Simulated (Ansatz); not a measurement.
# BaOs3 (AuCu3 type): how the settings move a single-point run

Aim: see which settings change the result for BaOs3 (AuCu3 type), by how much, and at what cost.

Computed with Ansatz 0.2.0 (reference: DFT PBE, scalar-relativistic, plane waves, PAW, unless a step's input says otherwise).

1 further run of the same task is left out (it didn't finish). Runs told in other sessions of the task aren't counted.

**1. The starting structure**

It takes space group Pm-3m (No. 221, cubic). The conventional cell has a = 4.185 Å, b = 4.185 Å, c = 4.185 Å, α = 90.00°, β = 90.00°, γ = 90.00°. Around Ba (site symmetry m-3m) lie 12 Os at 2.96 Å. Around Os (site symmetry 4/mmm) lie 4 Ba at 2.96 Å and 8 Os at 2.96 Å.

As a file:

```cif
data_structure
_symmetry_space_group_name_H-M 'P 1'
_symmetry_Int_Tables_number 1
_cell_length_a 4.1851
_cell_length_b 4.1851
_cell_length_c 4.1851
_cell_angle_alpha 90.000
_cell_angle_beta 90.000
_cell_angle_gamma 90.000
_cell_volume 73.30
loop_
_atom_site_label
_atom_site_type_symbol
_atom_site_fract_x
_atom_site_fract_y
_atom_site_fract_z
_atom_site_occupancy
Ba1 Ba 0.00000 0.00000 0.00000 1
Os1 Os 0.00000 0.50000 0.50000 1
Os2 Os 0.50000 0.50000 0.00000 1
Os3 Os 0.50000 0.00000 0.50000 1
```

**2. Reference**

Input file input.yaml:

```yaml
crystal:
  lattice:
    - [4.1850759742, 0.0, 0.0]
    - [0.0, 4.1850759742, 0.0]
    - [0.0, 0.0, 4.1850759742]
  atoms:
    - { symbol: Ba, position: [0.0, 0.0, 0.0] }
    - { symbol: Os, position: [0.0, 0.5, 0.5] }
    - { symbol: Os, position: [0.5, 0.5, 0.0] }
    - { symbol: Os, position: [0.5, 0.0, 0.5] }
basis:
  ecutwfc: 420
  ecutrho_ratio: 4
kpoints:
  mp_grid: { grid: [8, 8, 8] }
hamiltonian:
  xc: pbe
scf:
  occupations: { method: gaussian, width: 0.05 }
output:
  forces: true
  stress: true
  eigenvalues: true
```

On the command line:

```
$ ansatz run input.yaml --threads 2 --pin off --max-ram 2662MiB --backend cpu --events-out ev --progress --plain --runs-dir out
```

**3. Variant: hubbard.sites [{species: Os, l: d, u_eff: 6.0}], hubbard.double_counting fll, preconditioner kerker, accuracy high**

Edit input.yaml of step 2 so:

```diff
@@ -17,4 +17,6 @@
   xc: pbe
+  hubbard: { sites: [{ species: Os, l: d, u_eff: 6.0 }], double_counting: fll }
 scf:
   occupations: { method: gaussian, width: 0.05 }
+  mixing: { preconditioner: kerker }
 output:
@@ -22,2 +24,2 @@
   stress: true
-  eigenvalues: true
+accuracy: high
```

**4. Changing settings: pseudopotentials.kind nc**

Edit input.yaml of step 2 so:

```diff
@@ -17,2 +17,3 @@
   xc: pbe
+  pseudopotentials: { kind: nc }
 scf:
@@ -22,2 +23 @@
   stress: true
-  eigenvalues: true
```

**5. Variant: lower_state_search off**

Edit input.yaml of step 2 so:

```diff
@@ -19,2 +19,3 @@
   occupations: { method: gaussian, width: 0.05 }
+  lower_state_search: "off"
 output:
@@ -22,2 +23 @@
   stress: true
-  eigenvalues: true
```

**6. Changing settings: mp_grid.shift [0.5, 0.5, 0.5]**

Edit input.yaml of step 2 so:

```diff
@@ -14,3 +14,3 @@
 kpoints:
-  mp_grid: { grid: [8, 8, 8] }
+  mp_grid: { grid: [8, 8, 8], shift: [0.5, 0.5, 0.5] }
 hamiltonian:
@@ -22,2 +22,5 @@
   stress: true
-  eigenvalues: true
+  write_density: true
+  write_potential: true
+  elf: true
+  volumetric_format: npy
```

What does the calculation give? Wanted: for each run, ending; energy change; pressure; gap; force.

As calculated:

```
                                                                                                                  run     ending                                                   energy change  pressure (GPa)  gap (eV)  force (eV/Å)  cycles   time
                                                                                                            reference  converged                                                               0             0.0      0.00          0.00       6  2.4 s
1: hubbard.sites [{species: Os, l: d, u_eff: 6.0}], hubbard.double_counting fll, preconditioner kerker, accuracy high  converged  +4.10 eV/atom (Hubbard term changed: no physical gain or loss)            14.1      0.00          0.00      21  7.8 s
                                                                                          2: pseudopotentials.kind nc  converged                                                  not comparable             0.8      0.00          0.00       9    3 s
                                                                                            3: lower_state_search off  converged                                                    0.0 meV/atom             0.0      0.00          0.00       6  2.2 s
                                                                                     4: mp_grid.shift [0.5, 0.5, 0.5]  converged                                                   -0.7 meV/atom             0.0      0.00          0.00       6    2 s
```

Times don't compare one to one where runs were asked for different outputs or read a saved state (see the inputs); cycles may leave out searches for a lower state.

Residual by cycle in the longest SCF loop of each run; runs are numbered as in the table. The quantity is the density residual dr2, in eV.

```
cycle  reference    run 1   run 2   run 3   run 4
    1     0.0123       14      19  0.0118  0.0122
    3     3.8e-4     0.29   0.211  3.5e-4  4.0e-4
    5     7.7e-7   0.0175  5.0e-4  5.2e-7  8.4e-7
    6     1.8e-8   0.0141  2.2e-5  1.4e-8  2.3e-8
    8          -   0.0156  1.0e-7       -       -
   10          -  0.00662       -       -       -
   12          -   4.0e-4       -       -       -
   14          -   8.7e-4       -       -       -
   16          -   3.5e-5       -       -       -
   17          -   6.4e-6       -       -       -
   19          -   5.5e-8       -       -       -
   21          -  1.0e-11       -       -       -
```

What this shows: Of the converged runs whose energies compare with the reference's, «mp_grid.shift [0.5, 0.5, 0.5]» moves the energy most (-0.7 meV/atom). Run 2 ran under the cutoff that the potentials recommend, as the log warns, so basis error is mixed into its values, and swamps them where the cutoff is far short. A changed U is a change of model: its shifts are not errors of convergence.
